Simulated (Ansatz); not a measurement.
# WH2 (triplet): wave-function methods side by side, def2-SVP

The task here is to estimate one member of a computed series from the others.

The runs use Ansatz 0.2.0, Gaussian basis; def2-SVP, core rule «outside noble gas», up to 4 orbitals frozen.

Plan: UHF; CCSD(T) on ROHF; CCSD(T) on UHF; CISD; CCSDT(Q) on ROHF; CCSDT(Q) on UHF; CCSDTQ on ROHF; CASSCF and MRCISD+Q, 8 electrons in 8 orbitals; CASSCF and NEVPT2, 8 electrons in 8 orbitals.

5 further runs of the same task are left out: 1 for a known fault of the program, 4 set aside as unsound or not needed.

### What is computed

The geometry is a PBE0/def2-TZVP stationary point (not a proven minimum) of the parent state, kept for this charge and spin. No spin-orbit coupling is included. Elements past krypton take def2 core potentials.

3 atoms, charge 0, spin multiplicity 3.

Atoms are counted from 1 here; the program's logs count them from 0.

Bond lengths: W1–H2 1.690 Å, W1–H3 1.690 Å. Angles: H2–W1–H3 111.7°.

The first run:

File in.yaml:

```yaml
crystal:
  periodic: [false, false, false]
  atoms:
    - {symbol: W, position_ang: [0.000000, -0.010291, 0.000000]}
    - {symbol: H, position_ang: [0.000000, 0.938509, 1.398200]}
    - {symbol: H, position_ang: [0.000000, 0.938509, -1.398200]}
basis:
  gaussian: {orbitals: def2-SVP}
magnetization: {spin_polarized: true, initial_magnetization: 2}
hamiltonian: {xc: hf}
output: {orbitals: {seedname: orbitals}}
```

The run is started by

```sh
> ansatz run in.yaml --threads 1 --pin off --events-out ev --progress --plain --max-ram 4096MiB --backend cpu
```

Steps of the session up to this table: UHF; CCSD(T) on ROHF; CCSD(T) on UHF; CISD; CCSDT(Q) on ROHF; CCSDT(Q) on UHF; CCSDTQ on ROHF; CASSCF and MRCISD+Q, 8 electrons in 8 orbitals; CASSCF and NEVPT2, 8 electrons in 8 orbitals.

One table of the session follows, with a row left open; its other results are not shown here.

It belongs to the step «Misses and costs». 

```
          method  from RCCSDTQ (meV)
            ROHF             +4592.0
            RMP2             +1073.5
            CISD              +621.2
           RCCSD              +290.8
        RCCSD(T)               +90.6
          RCCSDT               +14.6
       RCCSDT(Q)                -0.2
         RCCSDTQ                   0
  CASSCF valence             +3021.9
  NEVPT2 valence                   ?
  MRCISD valence              +211.2
MRCISD+Q valence               +37.2
```

Q: Estimate the row for NEVPT2 valence from the others.

The run gave: from RCCSDTQ (meV): +807.3. In the column «from RCCSDTQ (meV)» it lies between CISD (+621.2) and RMP2 (+1073.5).

To keep in mind: Left out of the table: UHF, UMP2, UCCSD, UCCSD(T), UCCSDT, UCCSDT(Q) (another determinant or state than the rows shown).
